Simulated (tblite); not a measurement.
# C11H12Si11: the cost of one run

Programs: tblite 0.8.0 and PySCF 2.14.0, with routines of our own; each step states its level. All values are computed. Atoms count from 0.

## 1. The system as given

34 atoms, charge 0, multiplicity 1; geometry from: force field, distance geometry or constructed start.

## 2. Relaxing the molecule with GFN2-xTB

The job: settings as JSON, then the geometry in Å.

```
{"job": {"kind": "relax", "xc": "GFN2-xTB", "basis": "xTB"}, "charge": 0, "multiplicity": 1}
C     -0.779100     2.220300    -0.001600
Si    -2.337400     3.119700    -0.006900
C     -3.879200     2.219800     0.001000
Si    -3.885100     0.436500    -0.006200
C     -2.335200    -0.464100     0.003400
Si    -0.787300     0.431600    -0.002600
C      5.416800     2.223800    -0.003300
Si     3.869900     3.119800     0.001500
C      2.319100     2.220000    -0.000400
Si     2.313600     0.431300     0.001600
C      3.864400    -0.464100    -0.002100
Si     5.414200     0.430100    -0.000000
C     -5.438000    -0.462200     0.005000
Si    -5.432400    -2.253500    -0.002700
C     -3.886600    -3.142800     0.000200
Si    -2.336100    -2.252300     0.006300
Si     0.766600     3.119000     0.000900
C      0.765100    -0.466300    -0.001000
Si     0.765600    -2.251100     0.002500
C      2.319200    -3.147000     0.002700
Si     3.864200    -2.249100     0.001500
C     -0.784900    -3.146400    -0.000200
H     -2.330800     4.561700     0.006600
H     -4.832500     2.762800    -0.001500
H      6.361200     2.769700     0.000900
H      3.860400     4.556200     0.002500
H      6.664500    -0.285600    -0.000700
H     -6.379100     0.082700     0.001200
H     -6.681000    -2.972500    -0.002000
H     -3.883300    -4.237500     0.003400
H      0.769800     4.557700    -0.001100
H      2.314500    -4.236600     0.000200
H      5.112600    -2.972800    -0.001900
H     -0.781900    -4.239200     0.003700
```

Command:

```console
$ OMP_NUM_THREADS=2 python large_run.py task.json out
```

One launch serves the whole session: the jobs run in the order shown.

**Question.** How long does this first job take on 2 threads of Arm Neoverse N1, shared host, and how much memory does it need?

About 3.3 s, with a peak of 0.16 GiB.
